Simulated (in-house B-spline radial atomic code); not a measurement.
# Br¹⁵⁺: ionisation energy by several methods

Aim: the ionisation energy of Br¹⁵⁺ by several methods, each as the difference of two self-consistent energies (Br¹⁵⁺ and the next ion, [Ar] 3d1).

Program: in-house B-spline radial atomic code version 1. Level of theory: non-relativistic, several functionals, spin-polarised; spherical all-electron atom at the radial basis limit. These are calculated values, not measurements, unless marked.

## (1) The atom as given

- element: bromine (Z = 35)
- charge: +15
- electrons: 20
- configuration: [Ar] 3d2
- nucleus: point

Outer shells as boxes (Hund's rule):

[Ar] 3d2
```
[Ar] core
3d [↑ ][↑ ][  ][  ][  ]
```

Where spins are not typed, each open shell is filled with up spins first.

## (2) PBEsol

Settings of the run:

```ini
Z = 35
electrons = 20.0
configuration = [Ar] 3d2
hamiltonian = nr
method = pbesol
spin_polarised = True
```

## (3) BP86

Settings of the run:

```ini
Z = 35
electrons = 20.0
configuration = [Ar] 3d2
hamiltonian = nr
method = b88,p86
spin_polarised = True
```

## (4) revTPSS

Settings of the run:

```ini
Z = 35
electrons = 20.0
configuration = [Ar] 3d2
hamiltonian = nr
method = revtpss,revtpss
spin_polarised = True
```

## (5) OLYP

Settings of the run:

```ini
Z = 35
electrons = 20.0
configuration = [Ar] 3d2
hamiltonian = nr
method = optx,lyp
spin_polarised = True
```

Before running: The tabulated ionisation energy is 530 ± 3 eV (tabulated theoretical; NIST Atomic Spectra Database). What does each method give, and which comes nearest?

As calculated:

| method | rung | total energy (hartree) | ΔSCF (eV) | −ε highest (eV) | ΔSCF less tabulated (eV) |
| --- | --- | --- | --- | --- | --- |
| PBEsol | GGA | -2461.4434 | 530.68 | 507.16 (3d up) | +0.68 |
| BP86 | GGA | -2463.6882 | 530.87 | 507.34 (3d up) | +0.87 |
| OLYP | GGA | -2463.9256 | 532.34 | 508.91 (3d up) | +2.34 |
| revTPSS | meta-GGA | -2462.9202 | 530.16 | 506.77 (3d up) | +0.16 |

**Reading.** Tables give 530 ± 3 eV (tabulated theoretical; NIST Atomic Spectra Database) for the ionisation energy. revTPSS misses by +0.16 eV, the least, and OLYP by +2.34 eV (0.44 %), the most. The table's own uncertainty is as large as these misses, so the order means little. These runs lack relativity altogether, which can outweigh the gaps between the methods, so the nearest may be so by luck. These runs leave out relativity, which matters at this nuclear charge. Open shells are averaged (over orientations, and over spins where the run is restricted), while tables refer to the lowest levels. For the semilocal functionals minus the highest level recovers only 96 % of their own ΔSCF value, a mark of self-interaction.

Members of this set that are not shown: 3 used exact exchange with fractional occupations of an open shell, which is unsound here.
